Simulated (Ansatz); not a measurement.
# Sc4Al: the cost of one run

Program: Ansatz 0.2.0. Level of theory: DFT PBE, scalar-relativistic, plane waves, PAW. These are calculated values, not measurements.

1 further run of the same task is left out (it didn't finish).

### Step 1. The starting structure

It takes space group I4/m (No. 87, tetragonal). Conventional cell: a = 7.069 Å, b = 7.069 Å, c = 4.473 Å, α = 90.00°, β = 90.00°, γ = 90.00°. Around Sc (site symmetry m) lie 9 Sc at 3.09 to 3.21 Å and 3 Al at 3.11 to 3.18 Å. Al (site symmetry 4/m) is surrounded by 12 Sc at 3.11 to 3.18 Å.

Coordinates:

```cif
data_structure
_symmetry_space_group_name_H-M 'I4/m'
_symmetry_Int_Tables_number 87
_cell_length_a 7.0691
_cell_length_b 7.0691
_cell_length_c 4.4730
_cell_angle_alpha 90.000
_cell_angle_beta 90.000
_cell_angle_gamma 90.000
_cell_volume 223.53
loop_
_atom_site_label
_atom_site_type_symbol
_atom_site_symmetry_multiplicity
_atom_site_Wyckoff_symbol
_atom_site_fract_x
_atom_site_fract_y
_atom_site_fract_z
_atom_site_occupancy
Sc1 Sc 8 h 0.89155 0.30086 0.50000 1
Al1 Al 2 a 0.00000 0.00000 0.00000 1
```

It is the end of an earlier relaxation with the same method, from a generated guess; it is a trial structure. At a tolerance of 0.05 Å it has space group I4/m (No. 87); it has 22.35 Å³/atom, an uncorrected energy of -0.13 eV/atom over the elements and, on its mesh, gap none (metal).

### Step 2. The cell scaled to 0.97 of its volume

input.yaml reads:

```yaml
crystal:
  lattice:
    - [-3.4988463164, 3.4988463164, 2.213909086]
    - [3.4988463164, -3.4988463164, 2.213909086]
    - [3.4988463164, 3.4988463164, -2.213909086]
  atoms:
    - { symbol: Sc, position: [0.1991412316, 0.3915541441, 0.5906953757] }
    - { symbol: Sc, position: [0.6084458559, 0.1991412316, 0.8075870876] }
    - { symbol: Sc, position: [0.3915541441, 0.8008587684, 0.1924129124] }
    - { symbol: Sc, position: [0.8008587684, 0.6084458559, 0.4093046243] }
    - { symbol: Al, position: [0.0, 0.0, 0.0] }
basis:
  ecutwfc: 420
kpoints:
  mp_grid: { grid: [10, 10, 10] }
hamiltonian:
  xc: pbe
scf:
  occupations: { method: gaussian, width: 0.1 }
output:
  forces: true
  stress: true
  eigenvalues: true
relax:
  adjacent_minimum: "off"
  f_tol: 0.01
  max_steps: 30
  cell: { stress_tol: 0.1, fix: [volume] }
```

Launch:

```sh
$ ansatz run input.yaml --threads 1 --pin off --max-ram 2560MiB --backend cpu --events-out ev --progress --plain --runs-dir out
```

Q: Estimate wall time and peak memory on 1 thread of AMD EPYC 9R45 (Zen 5), shared host.

About 31 s, with a peak of 0.7 GiB.
